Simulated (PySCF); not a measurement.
**TeC: from the state search to spectroscopic constants**

One job finds the state of TeC, follows it along the bond with each method and fits the curves.

The runs use PySCF 2.14.0; Te x2c-SVPall, C x2c-SVPall, spin-free X2C with a Gaussian nucleus.

## (1) Set-up

The job is set up so:

```yaml
atoms: Te, C
charge: 0
basis: Te x2c-SVPall, C x2c-SVPall
Hamiltonian: spin-free X2C with a Gaussian nucleus
basis_functions: 50
electrons_treated: 58
masses_in_u: 129.9062, 12.0000
levels: PBE0, PBE, r²SCAN, TPSSh, TPSS, BLYP, HSE06, HF, MP2, SCS-MP2, CCSD, CCSD(T)
grid: 80 radial by 434 angular points
occupations: held fixed by the projection of orbital angular momentum
dissociation_limit: Te + C, each in its ground configuration
starting_distance_in_angstrom: 2.030
values_of_2S_to_try: 0, 2, 4
```

Command:

```bash
> OMP_NUM_THREADS=1 python dia.py task.json out
```

Further steps of the session: PBE0 along the bond; Other states along the same grid; PBE (GGA); r²SCAN (meta-GGA); TPSSh; TPSS (meta-GGA); BLYP; HSE06 (range-separated hybrid); RHF (mean field); MP2 and coupled cluster.

Q: Predict the outcome of this session. Wanted: for each run, Re; ωe; De; μ.

As calculated:

Lowest PBE0 solution found, without spin–orbit coupling: ¹Σ⁺ (singlet), closed shell. State 2 has its PBE0 minimum 2.08 eV higher. State 3 has its PBE0 minimum 3.41 eV higher. The other levels ran on the lowest alone.

```csv
level,Re (Å),ωe (cm⁻¹),De (eV),μ (D)
RHF,1.865,979,1.34,-2.33
RHF-MP2,1.898,902,4.63,n/a
RHF-SCS-MP2,1.897,904,4.39,n/a
RHF-CCSD,1.894,900,3.97,n/a
RHF-CCSD(T),1.916,840,4.43,n/a
PBE,1.911,854,5.39,-2.59
BLYP,1.923,831,5.16,-2.54
TPSS,1.909,860,5.02,-2.55
r²SCAN,1.899,884,4.70,-2.59
TPSSh,1.898,883,4.77,-2.57
PBE0,1.885,913,4.68,-2.63
HSE06,1.888,907,4.71,-2.62
```

De is counted to Te + C in their ground configurations. A positive dipole means Te(−)C(+).

**Reading.** The methods spread over 0.058 Å in bond length, from RHF to BLYP. Among the levels with a De in the table, it runs from 1.34 eV (RHF) to 5.39 eV (PBE). Between 2.23 and 2.38 Å the unrestricted PBE0 solution breaks spin symmetry (⟨S²⟩ = 0.83 at the latter), the first sign of the atoms' own spins.

Correlated steps freeze 19 core orbitals. Spin–orbit coupling is left out, which matters for elements this heavy, above all for dissociation energies. T1 is 0.031 near the minimum (highest on the curve 0.064), which may point to more than one leading configuration.
